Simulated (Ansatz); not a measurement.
Write a Python script for the Ansatz DFT code, driven from Python that makes a convergence test of the k-point mesh of GaSb3, space group Fm-3m. Level of theory (first run): PBE, PAW, cutoff 420 eV, 2×2×2 k-points, cold smearing of 0.1 eV, D3BJ dispersion. The script varies mesh: (2, 2, 2), (4, 4, 4), (6, 6, 6), (8, 8, 8).

`gasb3.cif`
```cif
data_GaSb3
_cell_length_a 5.275858
_cell_length_b 5.275858
_cell_length_c 5.275858
_cell_angle_alpha 60.00000
_cell_angle_beta 60.00000
_cell_angle_gamma 60.00000
_symmetry_space_group_name_H-M 'P 1'
_symmetry_Int_Tables_number 1
loop_
_symmetry_equiv_pos_as_xyz
'x, y, z'
loop_
_atom_site_label
_atom_site_type_symbol
_atom_site_fract_x
_atom_site_fract_y
_atom_site_fract_z
Ga1 Ga    0.000000    0.000000    0.000000
Sb2 Sb    0.250000    0.250000    0.250000
Sb3 Sb    0.750000    0.750000    0.750000
Sb4 Sb    0.500000    0.500000    0.500000
```

The script, `kconv.py`:
```python
# -*- coding: utf-8 -*-
import ansatz
from ase.io import read

atoms = read("gasb3.cif")
structure = ansatz.Crystal.from_ase(atoms)

job = (
    structure.calculation()
    .functional("pbe", dispersion="d3bj")
    .basis(420)
    .occupations("cold")
)

rows = []
for value in [(2, 2, 2), (4, 4, 4), (6, 6, 6), (8, 8, 8)]:
    rep = job.kpoints(*value).run(threads=1, backend="cpu").report
    rows.append((value, rep["free_energy_ev"] / len(rep["lattice"]["sites"]), rep["n_iterations"], rep["n_kpoints"]))

print("        mesh   F/atom (eV)    iterations      k-points")
for row in rows:
    print(f"{str(row[0]):>12s}  {row[1]:12.5f}  {row[2]:12d}  {row[3]:12d}")

for row in rows[:-1]:
    shift = 1000 * (row[1] - rows[-1][1])
    print(f"{row[0]}: {shift:+.2f} meV/atom" + ("  (within 2 meV)" if abs(shift) < 2 else ""))
```

Output of `python kconv.py`:
```text
        mesh   F/atom (eV)    iterations      k-points
   (2, 2, 2)   -5809.42754             7             3
   (4, 4, 4)   -5809.30414             7             8
   (6, 6, 6)   -5809.34464             7            16
   (8, 8, 8)   -5809.37244             7            29
(2, 2, 2): -55.10 meV/atom
(4, 4, 4): +68.30 meV/atom
(6, 6, 6): +27.80 meV/atom
```

Caveats:
- Dispersion corrections can be off by several per cent in the lattices of metals, and by several GPa in the pressure at a fixed cell.
- The structure comes from a database of computed cells and needn't be a stable or known phase.
- Shifts are counted from the finest mesh, which is itself no proven limit.
- The whole script took 15 s on 1 thread of Arm Neoverse V2, on a shared host, peak memory 0.51 GiB.
